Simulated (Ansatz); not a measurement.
# One shape, several levels: CH6FNSn (SMILES [CH3][SnH]([NH2])[F])

We compute a comparison of 6 runs (HF/def2-SVP, CAM-B3LYP/def2-SVP, HSE06/def2-SVP, r2SCAN/def2-SVP, wB97M-V/def2-SVP, RPA@PBE0/def2-SVP) of CH6FNSn. 

The calculation is run with Ansatz 0.2.0.

112 further runs of the same task are left out: 112 set aside as unsound or not needed.

### 1 The structure to begin with

The species is CH6FNSn (10 atoms), meant as a singlet with charge 0. As SMILES, `[CH3][SnH]([NH2])[F]`. The Sn2–H8 distance was set to 3.068 Å, away from the relaxed value. At this shape a bond of the SMILES string is far longer than usual.

Bond lengths: C1–Sn2 2.121 Å, Sn2–N3 2.000 Å, Sn2–F4 1.931 Å, C1–H5 1.090 Å, C1–H6 1.090 Å, C1–H7 1.089 Å, N3–H9 1.008 Å, N3–H10 1.008 Å. Some angles: C1–Sn2–N3 111.9°, C1–Sn2–F4 103.5°, N3–Sn2–F4 105.0°, Sn2–C1–H5 108.9°, Sn2–C1–H6 110.7°, Sn2–C1–H7 109.4°, Sn2–N3–H9 117.9°, Sn2–N3–H10 118.0°, H5–C1–H6 109.4°, H5–C1–H7 109.0°.

### 2 A single-point energy at HF/def2-SVP (core potential) (run 1)

molecule.yaml reads:

```yaml
crystal:
  periodic: [false, false, false]
  atoms:
    - {symbol: C, position_ang: [-1.364011, 1.111062, 1.623564]}
    - {symbol: Sn, position_ang: [-0.353311, -0.499938, 0.685164]}
    - {symbol: N, position_ang: [1.181489, -1.161038, 1.783764]}
    - {symbol: F, position_ang: [-1.649311, -1.931238, 0.724564]}
    - {symbol: H, position_ang: [-1.532211, 0.859562, 2.670864]}
    - {symbol: H, position_ang: [-0.773111, 2.024862, 1.560764]}
    - {symbol: H, position_ang: [-2.326011, 1.266662, 1.136664]}
    - {symbol: H, position_ang: [0.413300, -0.329300, -2.280300]}
    - {symbol: H, position_ang: [1.378989, -0.686538, 2.651164]}
    - {symbol: H, position_ang: [2.040889, -1.387838, 1.308264]}
basis:
  gaussian: {orbitals: def2-SVP}
hamiltonian: {xc: hf}
accuracy: high
output: {orbitals: {seedname: orbitals}}
```

Command:

```
ansatz run molecule.yaml --threads 1 --pin off --max-ram 3480MiB --events-out events.jsonl --progress --plain --runs-dir runs
```

Log:

```text
Warning: RAYON_NUM_THREADS=1 ignored (pool sized by the plan → 1); use --threads N
Functional definition: HF
  name "HF"
  exchange = exact_x
  correlation = 0
2343 factors; integrals over basis functions are off by at most 1.7e-8 eV
mean field evaluation 1: about -11106.7895 eV, gradient 4.3e1 eV
mean field evaluation 2: about -11106.9121 eV, gradient 4.3e1 eV
mean field evaluation 4: about -11110.9958 eV, gradient 3.1e0 eV
mean field evaluation 8: about -11111.0558 eV, gradient 2.7e-1 eV
mean field evaluation 16: about -11111.0562 eV, gradient 1.5e-8 eV
mean field evaluation 32: about -11106.7894 eV, gradient 4.3e1 eV
mean field -11111.05617934 eV, -408.3237832464 hartree, gradient 1.9e-8 eV, S^2 0.000000; 0 other end points of the search recorded, 0 dependent functions left out
reference -11111.05617934 eV, -408.3237832464 hartree; 25, 25 occupied and 73, 73 virtual orbitals, 2343 factors
Total energy: -11111.05617934 eV, -408.3237832464 hartree
```

Run time: 4.2 s. Hardware: 1 thread of Arm Neoverse V2, shared host; peak memory 0.31 GiB.

### 3 A single-point energy at CAM-B3LYP/def2-SVP (core potential) (run 2)

job.yaml reads:

```yaml
crystal:
  periodic: [false, false, false]
  atoms:
    - {symbol: C, position_ang: [-1.364011, 1.111062, 1.623564]}
    - {symbol: Sn, position_ang: [-0.353311, -0.499938, 0.685164]}
    - {symbol: "N", position_ang: [1.181489, -1.161038, 1.783764]}
    - {symbol: F, position_ang: [-1.649311, -1.931238, 0.724564]}
    - {symbol: H, position_ang: [-1.532211, 0.859562, 2.670864]}
    - {symbol: H, position_ang: [-0.773111, 2.024862, 1.560764]}
    - {symbol: H, position_ang: [-2.326011, 1.266662, 1.136664]}
    - {symbol: H, position_ang: [0.413300, -0.329300, -2.280300]}
    - {symbol: H, position_ang: [1.378989, -0.686538, 2.651164]}
    - {symbol: H, position_ang: [2.040889, -1.387838, 1.308264]}
basis:
  gaussian: {orbitals: def2-SVP}
hamiltonian: {xc: {name: CAM-B3LYP}}
accuracy: high
output: {orbitals: {seedname: orbitals}}
```

Command:

```
ansatz run job.yaml --threads 1 --pin off --max-ram 3480MiB --events-out events.jsonl --progress --plain --runs-dir runs
```

Log:

```text
Warning: RAYON_NUM_THREADS=1 ignored (pool sized by the plan → 1); use --threads N
Functional definition: CAM-B3LYP
  name "CAM-B3LYP"
  parameter alpha = 0.19
  parameter beta = 0.46
  parameter omega = 0.33/bohr
  parameter ac = 0.81
  exchange = (1 - alpha - beta)*b88_x + beta*b88_x_sr(omega) + alpha*exact_x + beta*exact_x_lr(omega)
  correlation = (1 - ac)*vwn5_c + ac*lyp_c
2343 factors; integrals over basis functions are off by at most 1.7e-8 eV
477 factors; integrals over basis functions are off by at most 1.9e-9 eV
mean field evaluation 1: about -11154.1951 eV, gradient 6.8e1 eV
mean field evaluation 2: about -11143.2835 eV, gradient 9.6e1 eV
mean field evaluation 4: about -11163.5680 eV, gradient 4.8e0 eV
mean field evaluation 8: about -11163.7556 eV, gradient 2.1e-1 eV
mean field evaluation 16: about -11163.7561 eV, gradient 3.3e-4 eV
mean field -11163.75608008 eV, -410.2604688774 hartree, gradient 2.0e-8 eV, S^2 0.000000; 0 other end points of the search recorded, 0 dependent functions left out
reference -11163.75610260 eV, -410.2604697047 hartree; 25, 25 occupied and 73, 73 virtual orbitals, 2343 factors
Total energy: -11163.75610260 eV, -410.2604697047 hartree
```

It took 12 s on 1 thread of Arm Neoverse V2, shared host; peak memory 0.42 GiB.

Runs 3 to 5 aren't shown in full; the table further down has their settings and results.

### 4 The energy at RPA@PBE0/def2-SVP (core potential) (run 6)

input.yaml reads:

```yaml
crystal:
  periodic: [false, false, false]
  atoms:
    - symbol: C
      position_ang: [-1.364011, 1.111062, 1.623564]
    - symbol: Sn
      position_ang: [-0.353311, -0.499938, 0.685164]
    - symbol: "N"
      position_ang: [1.181489, -1.161038, 1.783764]
    - symbol: F
      position_ang: [-1.649311, -1.931238, 0.724564]
    - symbol: H
      position_ang: [-1.532211, 0.859562, 2.670864]
    - symbol: H
      position_ang: [-0.773111, 2.024862, 1.560764]
    - symbol: H
      position_ang: [-2.326011, 1.266662, 1.136664]
    - symbol: H
      position_ang: [0.413300, -0.329300, -2.280300]
    - symbol: H
      position_ang: [1.378989, -0.686538, 2.651164]
    - symbol: H
      position_ang: [2.040889, -1.387838, 1.308264]
basis:
  gaussian: {orbitals: def2-SVP}
hamiltonian: {xc: pbe0}
correlation: {method: rpa, frozen_orbitals: {C: 1, F: 1, H: 0, "N": 1, Sn: 4}}
accuracy: high
```

Command:

```
ansatz run input.yaml --threads 1 --pin off --max-ram 3480MiB --events-out events.jsonl --progress --plain --runs-dir runs
```

Log, shortened:

```text
Warning: RAYON_NUM_THREADS=1 ignored (pool sized by the plan → 1); use --threads N
Functional definition: PBE0
  name "PBE0"
[...]
2343 factors; integrals over basis functions are off by at most 1.7e-8 eV
[...]
mean field -11160.87841722 eV, -410.1547167177 hartree, gradient 1.9e-8 eV, S^2 0.000000; 0 other end points of the search recorded, 0 dependent functions left out; unrestricted orbitals would lower it
[...]
unrestricted determinant -11112.28878859 eV, -408.3690808008 hartree, S^2 0.8582
7 core orbitals not correlated: weight in the atoms' cores, before any rotation towards them, 1.000 or more for the frozen orbitals, at most 0.000 for the correlated occupied ones
reference -11110.22280448 eV, -408.2931572853 hartree; 18, 18 occupied and 73, 73 virtual orbitals, 2343 factors
Total energy: -11135.64966219 eV, -409.2275770711 hartree
```

Wall time 23 s (1 thread of Arm Neoverse V2, shared host); peak memory 0.54 GiB.

### 5 The series

```
run                                level  frozen core orbitals  energy (Eh)  HOMO energy (eV)  LUMO energy (eV)  HOMO–LUMO gap (eV)  wall time
  1         HF/def2-SVP (core potential)                     –  -408.323783             -8.70             -0.43                8.27      4.2 s
  2  CAM-B3LYP/def2-SVP (core potential)                     –  -410.260470             -7.82             -2.40                5.42       12 s
  3      HSE06/def2-SVP (core potential)                     –  -410.144177             -6.31             -3.68                2.64       12 s
  4     r2SCAN/def2-SVP (core potential)                     –  -410.344411             -5.99             -3.94                2.05       18 s
  5    wB97M-V/def2-SVP (core potential)                     –  -410.218111             -8.48             -1.55                6.93    1.7 min
  6   RPA@PBE0/def2-SVP (core potential)                     7  -409.227577                 –                 –                   –       23 s
```

### 6 Results

| quantity | value |
| --- | --- |
| run 6: total energy | -409.22758 Eh |
| run 6: RPA correlation energy (valence) | -934.4 mEh |

In words: Over runs 1, 2, 3, 4, 5 the HOMO–LUMO gap runs from 2.05 eV (r2SCAN/def2-SVP) to 8.27 eV (HF/def2-SVP). Exact exchange widens orbital gaps. Totals of different functionals can't be ranked against each other. In run 6 the log says that unrestricted orbitals would lower the reference, so the values rest on an unstable closed-shell determinant (other closed-shell runs at this shape may share the fault). In runs 1, 2, 3, 4, 5, 6 a closed-shell determinant meets a far-stretched bond, which it describes badly. All runs together took 2.9 min, the longest 1.7 min.
